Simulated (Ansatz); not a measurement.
# BH₂ClOF+: an energy map over bond length O1–B2 and dihedral H5–O1–B2–F3

Aim: map the energy of BClFH₂O, SMILES [OH2+]B(F)Cl, charge +1 over two coordinates, and find its wells, ridges and stiffness.

Program: Ansatz 0.2.0. Level of theory: RKS wB97M-V/def2-SVP. These are calculated values, not measurements.

## Step 1: Starting geometry

SMILES `[OH2+]B(F)Cl`, 6 atoms, charge 1, spin multiplicity 1.

Atoms are counted from 1 here; the program's logs count them from 0.

Bond lengths: O1–B2 1.492 Å, O1–H5 0.987 Å, O1–H6 0.989 Å, B2–F3 1.296 Å, B2–Cl4 1.697 Å. Angles: B2–O1–H5 123.0°, B2–O1–H6 122.3°, H5–O1–H6 114.6°, O1–B2–F3 111.6°, O1–B2–Cl4 117.1°, F3–B2–Cl4 131.3°.

Coordinates:

```
O    -0.23782    0.73542    0.09062
B     0.30030   -0.65018   -0.04175
F     1.49483   -0.74705    0.45105
Cl   -0.70312   -1.80170   -0.78140
H    -1.13458    0.99709   -0.22835
H     0.28038    1.46642    0.50982
```

This geometry comes from a loose relaxation at PBE in a small basis, which is not shown.

## Step 3: Setting up the map

- bond length O1–B2: 9 values from 1.217 to 2.225 Å
- dihedral H5–O1–B2–F3: 10 values from −180 to 144 °, periodic

Nothing else is relaxed (all other coordinates rigid). Energies count from the relaxed molecule at the same level.

(The set-up runs are not shown.)

## Step 4: Grid point bond length O1–B2 = 2.099 Å, dihedral H5–O1–B2–F3 = 72°

Contents of input.yaml:

```yaml
crystal:
  periodic: [false, false, false]
  atoms:
    - { symbol: O, position_ang: [-0.237154, 0.731783, 0.09058] }
    - { symbol: B, position_ang: [0.520611, -1.21676, -0.0959] }
    - { symbol: F, position_ang: [0.817226, -1.492377, -1.317476] }
    - { symbol: Cl, position_ang: [0.640285, -2.136598, 1.317939] }
    - { symbol: H, position_ang: [-1.126448, 0.992462, -0.226237] }
    - { symbol: H, position_ang: [0.280193, 1.454551, 0.506263] }
total_charge: 1
basis:
  gaussian: { orbitals: def2-SVP }
hamiltonian:
  xc: { name: wB97M-V }
output:
  forces: true
```

Launch:

```sh
> ansatz run input.yaml --threads 1 --pin off --max-ram 2560MiB --backend cpu --events-out ev --progress --plain --runs-dir out
```

Further runs follow: all other points of the grid.

**Question.** What will these runs give? Wanted: lowest point; highest computed point; largest force on an atom.

The runs gave:

| quantity | value |
| --- | --- |
| lowest point | bond length O1–B2 = 1.469 Å, dihedral H5–O1–B2–F3 = −180°, 0.24 kJ/mol |
| highest computed point | bond length O1–B2 = 1.217 Å, dihedral H5–O1–B2–F3 = −72°, 204 kJ/mol above the lowest |
| largest force on an atom (eV/Å) | 0.3 at bond length O1–B2 = 1.469 Å, dihedral H5–O1–B2–F3 = −180° to 15.0 at bond length O1–B2 = 1.217 Å, dihedral H5–O1–B2–F3 = −72°; 0.3 at the lowest point |
| time for the whole task | 6.2 min on 1 thread, shared host |

The lowest computed point is at bond length O1–B2 = 1.469 Å, dihedral H5–O1–B2–F3 = −180°, 0.24 kJ/mol from the relaxed molecule at the same level; the map holds 2 wells of about this depth. The grid is coarse, so the true minimum lies between grid points and may sit elsewhere than the lowest one. It is the only kind of minimum in the scanned range. The highest computed point, bond length O1–B2 = 1.217 Å, dihedral H5–O1–B2–F3 = −72°, lies 204 kJ/mol above the lowest. On the interpolated surface the easiest way out of the lowest well to the well at bond length O1–B2 = 1.469 Å, dihedral H5–O1–B2–F3 = 0° passes a barrier of about 37 kJ/mol. Round the minimum the two coordinates are nearly uncoupled.
